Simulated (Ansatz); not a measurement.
I need an atomisation energy of ClF. Use Ansatz 0.2.0 through its Python package. Settings (for the species named): r2SCAN, aug-cc-pVDZ basis, multiplicity 1.

`clf.xyz`
```text
2

F     0.81430    0.00000    0.00000
Cl   -0.81430    0.00000    0.00000
```

`run_tae.py`:
```python
from collections import Counter

import ansatz


def total_energy(molecule, charge=0, unpaired=0):
    calc = molecule.calculation().basis(gaussian="aug-cc-pVDZ").functional("r2scan")
    if charge:
        calc = calc.charge(charge)
    if unpaired:
        calc = calc.spin("collinear", total=unpaired)
    return calc.run().report["free_energy_ev"]

geometry = ansatz.Crystal.molecule_from_extxyz("clf.xyz")

unpaired = {"F": 1, "Cl": 1}
counts = Counter(site.symbol for site in geometry.cartesian_sites)
atom_energy = {s: total_energy(ansatz.Crystal.molecule().atom(s, (0, 0, 0)), 0, unpaired[s]) for s in counts}
whole = total_energy(geometry, 0, 0)
for s, e in atom_energy.items():
    print(f"{s:2s} x{counts[s]}  {e:14.5f} eV")
print(f"ClF: {whole:.5f} eV")
split = sum(counts[s] * e for s, e in atom_energy.items()) - whole
print(f"atomisation energy (no zero-point term): {23.060548 * split:.1f} kcal/mol, {split / sum(counts.values()):.3f} eV an atom")
```

```console
$ python run_tae.py
F  x1     -2712.87837 eV
Cl x1    -12520.25475 eV
ClF: -15235.67665 eV
atomisation energy (no zero-point term): 58.7 kcal/mol, 1.272 eV an atom
```

58.7 kcal/mol from the electronic energies, without the zero-point term.

The settings weren't tested for convergence. The geometry is a force-field or estimated start, not a minimum of this method, and the basis set is short of its limit. All parts are taken at fixed geometry, without zero-point energy. For Al to Cl the sets with a tight d function, cc-pV(X+d)Z, are usual. The whole script took 3.5 s on 1 thread of Arm Neoverse V1, with other jobs on the host, peak memory 0.15 GiB.
